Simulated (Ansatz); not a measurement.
# LiAl4O: the cost of one run

Program: Ansatz 0.2.0. Level of theory: DFT PBE, scalar-relativistic, plane waves, PAW. These are calculated values, not measurements.

**1. The structure to begin with**

It takes space group P3m1 (No. 156, trigonal). Conventional cell: a = 2.649 Å, b = 2.649 Å, c = 18.167 Å, α = 90.00°, β = 90.00°, γ = 120.00°. Around Li (site symmetry 3m) lie 6 Al at 2.02 Å. Al (site symmetry 3m) has 3 Li at 2.02 Å as nearest neighbours. Al (site symmetry 3m) is surrounded by 3 O at 2.02 Å. O (site symmetry 3m) is surrounded by 6 Al at 2.02 Å.

As a file:

```
CELL_PARAMETERS angstrom
2.64886 0.00000 0.00000
-1.32443 2.29398 0.00000
0.00000 0.00000 18.16743
ATOMIC_POSITIONS crystal
Li 0.00000 0.00000 0.45126
Al 0.66667 0.33333 0.52385
Al 0.00000 0.00000 0.07762
Al 0.00000 0.00000 0.22366
Al 0.66667 0.33333 0.37858
O 0.66667 0.33333 0.15062
```

Recipe of the guess: species swapped into a database cell of MoWSe4 (P3m1, No. 156), with Li on the Mo sites, O on the W sites and Al on the Se sites. Lengths come from tabulated atomic sizes and are only a guess.

**2. Probe: one point on a coarse mesh**

Contents of input.yaml:

```yaml
crystal:
  lattice:
    - [2.64886498, 0.0, 0.0]
    - [-1.32443249, 2.29398436, 0.0]
    - [0.0, 0.0, 18.16743231]
  atoms:
    - { symbol: Li, position: [0.0, 0.0, 0.45126468] }
    - { symbol: Al, position: [0.66666667, 0.33333333, 0.52385217] }
    - { symbol: Al, position: [0.0, 0.0, 0.07762295] }
    - { symbol: Al, position: [0.0, 0.0, 0.22365931] }
    - { symbol: Al, position: [0.66666667, 0.33333333, 0.3785826] }
    - { symbol: O, position: [0.66666667, 0.33333333, 0.15062229] }
basis:
  ecutwfc: 420
kpoints:
  mp_grid: { grid: [6, 6, 1] }
hamiltonian:
  xc: pbe
scf:
  occupations: { method: gaussian, width: 0.1 }
  lower_state_search: "off"
output:
  forces: true
  stress: true
  eigenvalues: true
```

The run is started by

```bash
$ ansatz run input.yaml --threads 1 --pin off --max-ram 2560MiB --backend cpu --events-out ev --progress --plain --runs-dir out
```

What time and memory should one allow on 1 thread of Intel Xeon Platinum 8488C (Sapphire Rapids), shared host?

About 1.5 s, with a peak of 0.34 GiB.
